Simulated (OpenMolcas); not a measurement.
# InSiH5 (SMILES [SiH3][InH2]) at 6 levels

We compute a comparison of 6 runs (HF/STO-3G, HF/def2-TZVP, B3LYP/def2-TZVP, BHLYP/def2-TZVP, BLYP/def2-TZVP, TPSS/def2-TZVP) of InSiH5. 

The results are computed with OpenMolcas 26.06.

## (1) Starting point

InSiH5: 7 atoms, total charge 0, spin state singlet. As SMILES, `[SiH3][InH2]`. The Si1–H3 distance was set to 1.935 Å, away from the relaxed value.

Bond lengths: Si1–In2 2.575 Å, Si1–H4 1.491 Å, Si1–H5 1.491 Å, In2–H6 1.729 Å, In2–H7 1.730 Å. Angles: Si1–In2–H6 122.1°, Si1–In2–H7 119.9°, In2–Si1–H4 110.5°, In2–Si1–H5 110.1°, H6–In2–H7 118.0°, H4–Si1–H5 107.3°. A long bond or contact: Si1–H3 1.935 Å.

## (2) The energy at HF/STO-3G (run 1)

Contents of test.input:

```
* H5InSi Hartree-Fock
&GATEWAY
BasLib
$CurrDir
Coord
7
angstrom
Si      -0.231298      -0.722613      -0.695645
In       1.266602       0.756487       0.786955
H       -2.119900      -0.371100      -0.463600
H        0.003802      -2.164413      -0.399445
H        0.097802      -0.506613      -2.133545
H        0.614902       1.980987       1.818455
H        2.982902       0.540687       0.765555
Basis
STO-3G
Group
NoSym
&SEWARD
&SCF
Thresholds
1e-10 1e-07 1e-07 1e-05
PrOrbitals
1 2
```

The basis set STO-3G is read from a file made from the Basis Set Exchange's data (not shown).

Launch:

```bash
export MOLCAS_MEM=1860
pymolcas test.input > test.log
```

Output:

```text
--- Start Module: gateway ---
[...]
--- Stop Module: gateway /rc=_RC_ALL_IS_WELL_ ---
--- Start Module: seward ---
[...]
      Basis functions           41
--- Stop Module: seward /rc=_RC_ALL_IS_WELL_ ---
--- Start Module: scf ---
[...]
       Convergence after  10 Iterations
[...]
::    Total SCF energy                              -5971.2995393460
[...]
      Total spin, S                                     0.0000000000
[...]
      Total electronic charge=   68.000000
      Total            charge=   -0.000000
[...]
      Dipole Moment (debye):
      Origin of the operator (angstrom)=    0.9509    0.4474    0.4769
                   X=  8.0674E-01               Y=  2.2377E-01               Z=  2.6627E-01           Total=  8.7852E-01
      Quadrupole Moment (debye*angstrom):
[...]
--- Stop Module: scf /rc=_RC_ALL_IS_WELL_ ---
[...]
```

It took 1.9 s on 1 thread of Arm Neoverse V1, shared host; peak memory 0.38 GiB.

## (3) The energy at HF/def2-TZVP (core potential) (run 2)

Contents of input.xyz:

```xyz
7

Si    -0.231298    -0.722613    -0.695645
In     1.266602     0.756487     0.786955
H     -2.119900    -0.371100    -0.463600
H      0.003802    -2.164413    -0.399445
H      0.097802    -0.506613    -2.133545
H      0.614902     1.980987     1.818455
H      2.982902     0.540687     0.765555
```

Contents of run.inp:

```
&GATEWAY
 BasLib=$CurrDir
 Coord=input.xyz
 Basis=def2-TZVP
 Group=NoSym

&SEWARD

&SCF
 Thresholds=1e-10 1e-07 1e-07 1e-05
 PrOrbitals=1 2
```

The basis set def2-TZVP is read from a file made from the Basis Set Exchange's data (not shown).

Launch:

```bash
export MOLCAS_MEM=1860
pymolcas run.inp > run.log
```

Output:

```text
--- Start Module: gateway ---
[...]
--- Stop Module: gateway /rc=_RC_ALL_IS_WELL_ ---
--- Start Module: seward ---
[...]
      Basis functions          117
--- Stop Module: seward /rc=_RC_ALL_IS_WELL_ ---
[...]
--- Start Module: scf ---
[...]
       Convergence after  12 Iterations
[...]
::    Total SCF energy                               -480.9914248495
[...]
      Total spin, S                                     0.0000000000
[...]
      Total electronic charge=   40.000000
      Total            charge=   -0.000000
[...]
      Dipole Moment (debye):
      Origin of the operator (angstrom)=    0.9509    0.4474    0.4769
                   X=  9.6087E-01               Y=  2.2107E-02               Z=  8.1456E-02           Total=  9.6457E-01
      Quadrupole Moment (debye*angstrom):
[...]
--- Stop Module: scf /rc=_RC_ALL_IS_WELL_ ---
[...]
```

Wall time 16 s (1 thread of Arm Neoverse V1, shared host); peak memory 0.72 GiB.

## (4) A single-point energy at B3LYP/def2-TZVP (core potential) (run 3)

Contents of mol.inp:

```
&gateway
 baslib=$CurrDir
 coord
 7
 angstrom
 Si      -0.231298      -0.722613      -0.695645
 In       1.266602       0.756487       0.786955
 H       -2.119900      -0.371100      -0.463600
 H        0.003802      -2.164413      -0.399445
 H        0.097802      -0.506613      -2.133545
 H        0.614902       1.980987       1.818455
 H        2.982902       0.540687       0.765555
 basis=def2-TZVP
 group=NoSym

&seward
 gridinput
 Grid=UltraFine
 End of Grid

&scf
 ksdft=B3LYP
 thresholds=1e-10 1e-07 1e-07 1e-05
 prorbitals=1 2
```

The basis set def2-TZVP is read from a file made from the Basis Set Exchange's data (not shown).

Launch:

```bash
export MOLCAS_MEM=1860
pymolcas mol.inp > mol.log
```

Output:

```text
--- Start Module: gateway ---
[...]
--- Stop Module: gateway /rc=_RC_ALL_IS_WELL_ ---
--- Start Module: seward ---
[...]
      Basis functions          117
--- Stop Module: seward /rc=_RC_ALL_IS_WELL_ ---
[...]
--- Start Module: scf ---
[...]
       Convergence after  15 Iterations
[...]
::    Total KS-DFT energy                            -482.6677997999
[...]
      Total spin, S                                     0.0000000000
[...]
      Total electronic charge=   40.000000
      Total            charge=   -0.000000
[...]
      Dipole Moment (debye):
      Origin of the operator (angstrom)=    0.9509    0.4474    0.4769
                   X=  7.9364E-01               Y=  4.0660E-02               Z=  8.7960E-02           Total=  7.9953E-01
      Quadrupole Moment (debye*angstrom):
[...]
--- Stop Module: scf /rc=_RC_ALL_IS_WELL_ ---
[...]
```

It took 42 s on 1 thread of Arm Neoverse V1, shared host; peak memory 0.72 GiB.

Runs 4 to 5 aren't shown in full; the table further down has their settings and results.

## (5) The energy at TPSS/def2-TZVP (core potential) (run 6)

Contents of geom.xyz:

```xyz
7

Si    -0.231298    -0.722613    -0.695645
In     1.266602     0.756487     0.786955
H     -2.119900    -0.371100    -0.463600
H      0.003802    -2.164413    -0.399445
H      0.097802    -0.506613    -2.133545
H      0.614902     1.980987     1.818455
H      2.982902     0.540687     0.765555
```

Contents of mol.inp:

```
* H5InSi Kohn-Sham DFT

&GATEWAY
  BasLib=$CurrDir
  Coord=geom.xyz
  Basis=def2-TZVP
  Group=NoSym

&SEWARD
  GridInput
  Grid=UltraFine
  End of Grid

&SCF
  KSDFT=2
  1.0 MGGA_X_TPSS
  1.0 MGGA_C_TPSS
  Thresholds=1e-10 1e-07 1e-07 1e-05
  PrOrbitals=0
```

The basis set def2-TZVP is read from a file made from the Basis Set Exchange's data (not shown).

Launch:

```bash
export MOLCAS_MEM=1860
pymolcas mol.inp > mol.log
```

Output:

```text
--- Start Module: gateway ---
[...]
--- Stop Module: gateway /rc=_RC_ALL_IS_WELL_ ---
--- Start Module: seward ---
[...]
      Basis functions          117
--- Stop Module: seward /rc=_RC_ALL_IS_WELL_ ---
[...]
--- Start Module: scf ---
[...]
       Convergence after  16 Iterations
[...]
::    Total KS-DFT energy                            -482.5279412167
[...]
      Total spin, S                                     0.0000000000
[...]
      Total electronic charge=   40.000000
      Total            charge=   -0.000000
[...]
      Dipole Moment (debye):
      Origin of the operator (angstrom)=    0.9509    0.4474    0.4769
                   X=  7.6340E-01               Y=  3.2843E-02               Z=  7.8415E-02           Total=  7.6812E-01
      Quadrupole Moment (debye*angstrom):
[...]
--- Stop Module: scf /rc=_RC_ALL_IS_WELL_ ---
[...]
```

Wall time 62 s (1 thread of Arm Neoverse V1, shared host); peak memory 0.72 GiB.

## (6) Overview of the runs

| run | level | integration grid | energy (Eh) | dipole moment (D) | HOMO energy (eV) | LUMO energy (eV) | wall time |
| --- | --- | --- | --- | --- | --- | --- | --- |
| 1 | HF/STO-3G | – | -5971.299539 | 0.88 | -7.08 | 5.36 | 1.9 s |
| 2 | HF/def2-TZVP (core potential) | – | -480.991425 | 0.96 | -9.77 | 0.23 | 16 s |
| 3 | B3LYP/def2-TZVP (core potential) | UltraFine | -482.667800 | 0.80 | -7.25 | -2.50 | 42 s |
| 4 | BHLYP/def2-TZVP (core potential) | UltraFine | -482.484467 | 0.85 | -8.34 | -1.57 | 42 s |
| 5 | BLYP/def2-TZVP (core potential) | UltraFine | -482.513110 | 0.77 | -6.29 | -2.93 | 41 s |
| 6 | TPSS/def2-TZVP (core potential) | UltraFine | -482.527941 | 0.77 | -6.55 | -2.80 | 62 s |

## (7) What came out

| quantity | value |
| --- | --- |
| run 6: total energy | -482.52794 Eh |
| run 6: dipole moment | 0.77 D |
| run 6: HOMO energy | -6.55 eV |
| run 6: LUMO energy | -2.80 eV |
| run 6: HOMO–LUMO gap | 3.75 eV |

The dipole moment (its size) runs from 0.77 D (TPSS/def2-TZVP) to 0.96 D (HF/def2-TZVP). The HOMO–LUMO gap runs from 3.37 eV (BLYP/def2-TZVP) to 12.44 eV (HF/STO-3G). The two ends differ in method and basis and core potential. Totals of different functionals can't be ranked against each other. Some runs of one species differ in core potentials or relativity; totals across that change don't compare. In run 1 the basis is minimal, so the values are rough. In run 1 relativity is left out where basis or elements ask for it. All runs together took 3.4 min, the longest 62 s.
